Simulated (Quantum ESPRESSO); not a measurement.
## GeCN2 under changes of volume

One of the cells (13.716 Å³/atom); the others are scaled copies at fixed shape and fractional positions:

```
Ge N C
1.0
     1.79379    1.03565    4.92196
    -1.79379    1.03565    4.92196
     0.00000   -2.07129    4.92196
Ge N C
1 2 1
Direct
  0.00000 0.00000 0.00000
  0.58390 0.58390 0.58390
  0.41610 0.41610 0.41610
  0.50000 0.50000 0.50000
```

The cell comes from a database or a generator and needn't be the stable form of this composition.

| Property | Result |
| --- | --- |
| Program | Quantum ESPRESSO 7.5 |
| Functional | PBEsol |
| Potentials or basis | GBRV 1.5 PBEsol |
| Cutoff | 612 eV |
| Density cutoff | 4898 eV |
| k mesh | 9 × 9 × 9 |
| Occupations | fermi-dirac, width 0.05 eV |
| Spin | no spin polarisation |

| volume (Å³/atom) | energy over the lowest point (meV/atom) | pressure (GPa) | gap on the mesh (eV) |
| --- | --- | --- | --- |
| 12.893 | 9.01 | 5.7 | 0.85 |
| 13.167 | ? | ? | ? |
| 13.441 | 0.00 | -0.5 | 0.96 |
| 13.716 | 2.91 | -3.2 | 1.01 |
| 13.990 | 10.14 | -5.6 | 1.05 |
| 14.264 | 21.29 | -7.7 | 1.09 |
| 14.538 | 35.99 | -9.7 | 1.13 |

Task: What does the run at 13.167 Å³/atom give?

Result: Energy over the lowest point 1.87 meV/atom; pressure 2.4 GPa; gap on the mesh 0.91 eV.

Worked out: A Birch-Murnaghan fit of order 3 (a polynomial in V^(-2/3)) to the other rows has its minimum at 13.41 Å³/atom with B0 = V·E''(V) = 138 GPa and B' = 3.8 at fixed shape and positions, which overstates the stiffness. It gives 1.87 meV/atom at 13.167 Å³/atom, against the run's 1.87, and -dE/dV = 2.6 GPa, against 2.4. A straight line through the other rows of the gap, of slope 2.32 eV per unit of ln V, gives 0.91 eV, against the run's 0.91.

Energies are extrapolated to zero smearing.

Caveats: an odd mesh through Γ misses points on the zone boundary, where band edges often lie. Spin-orbit coupling on Ge is left out.
